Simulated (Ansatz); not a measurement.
# Rb3Tl, space group Fm-3m: a single point from an input typed as a dict

Computed with the Python package of Ansatz (0.2.0).

`rb3tl.py`
```python
"""Rb3Tl from an input typed as a mapping."""

from collections import Counter
import json

import ansatz as az
import numpy as np

inputs = {
    "crystal": {
        "lattice": [
            [0.0, 4.912318, 4.912318],
            [4.912318, 0.0, 4.912318],
            [4.912318, 4.912318, 0.0],
        ],
        "atoms": [
            {"symbol": "Rb", "position": [0.25, 0.25, 0.25], "spin": 0.2},
            {"symbol": "Rb", "position": [0.75, 0.75, 0.75], "spin": 0.2},
            {"symbol": "Rb", "position": [0.5, 0.5, 0.5], "spin": 0.2},
            {"symbol": "Tl", "position": [0.0, 0.0, 0.0], "spin": 0.2},
        ],
    },
    "kpoints": {"mp_grid": {"kspacing": 0.3}},
    "hamiltonian": {"xc": "lda"},
    "scf": {
        "occupations": {"method": "gaussian", "width": 0.1},
        "mixing": {"algorithm": "broyden", "beta": 0.3, "ndim": 2},
    },
    "output": {"forces": True, "stress": True},
    "magnetization": {"spin_polarized": True},
}

planned = az.Session.from_dict(inputs).plan(threads=1, pin="off")
res = planned.execute()
rep = res.report

print(f"free energy      {rep['free_energy_ev']:.5f} eV")
print(f"per atom         {rep['free_energy_ev'] / len(res.lattice.sites):.5f} eV")
print(f"SCF iterations   {rep['n_iterations']}  (converged: {rep['converged']})")

# forces in eV per angstrom
forces = np.array(rep["forces_ev_ang"])
norms = np.linalg.norm(forces, axis=1)
print("largest force {:.4f} eV/A on atom {}".format(norms.max(), norms.argmax()))
print(np.array2string(forces, precision=4, suppress_small=True))

keep = ["free_energy_ev", "energy_sigma0_ev", "fermi_energy_ev", "n_iterations", "converged", "magnetization_mub", "n_kpoints"]
with open("rb3tl.json", "w") as handle:
    json.dump({key: rep[key] for key in keep}, handle, indent=1)

told = Counter((n["data"]["severity"], n["data"]["kind"]) for n in res.notices if n["event"] == "notice")
for (severity, kind), count in sorted(told.items()):
    print(f"{severity:8s} {kind} x{count}")
```

```console
$ python rb3tl.py
DeckWarning: basis.ecutwfc = 420 eV, auto-derived from the records' recommended cutoffs: set by Rb (normal level)
free energy      -20658.55825 eV
per atom         -5164.63956 eV
SCF iterations   22  (converged: True)
largest force 0.0000 eV/A on atom 0
[[ 0.  0. -0.]
 [ 0. -0.  0.]
 [-0.  0. -0.]
 [-0.  0. -0.]]
audit    band_cg_iterations x1
audit    preconditioner_resolved x1
audit    spin_hold_released x1
doubt    stability_check_not_made x1
```
(Warnings from the package without file and line.)

It writes `rb3tl.json`:
```json
{
 "free_energy_ev": -20658.558246908375,
 "energy_sigma0_ev": -20658.5410076651,
 "fermi_energy_ev": 3.6358505986646183,
 "n_iterations": 22,
 "converged": true,
 "magnetization_mub": 0.4674498519152728,
 "n_kpoints": 8
}
```

What to keep in mind:
- These settings explore the input space; cutoff and mesh may be short of convergence.
- Spin-orbit coupling, which matters for elements this heavy, is left out.
- This cell is a computed structure, which may not be the phase found in nature.
- Finished in 7.3 s on 1 thread of Arm Neoverse V2 (shared host), peak memory 0.49 GiB.

(Lines on the test bed's own set-up are left out of the output.)
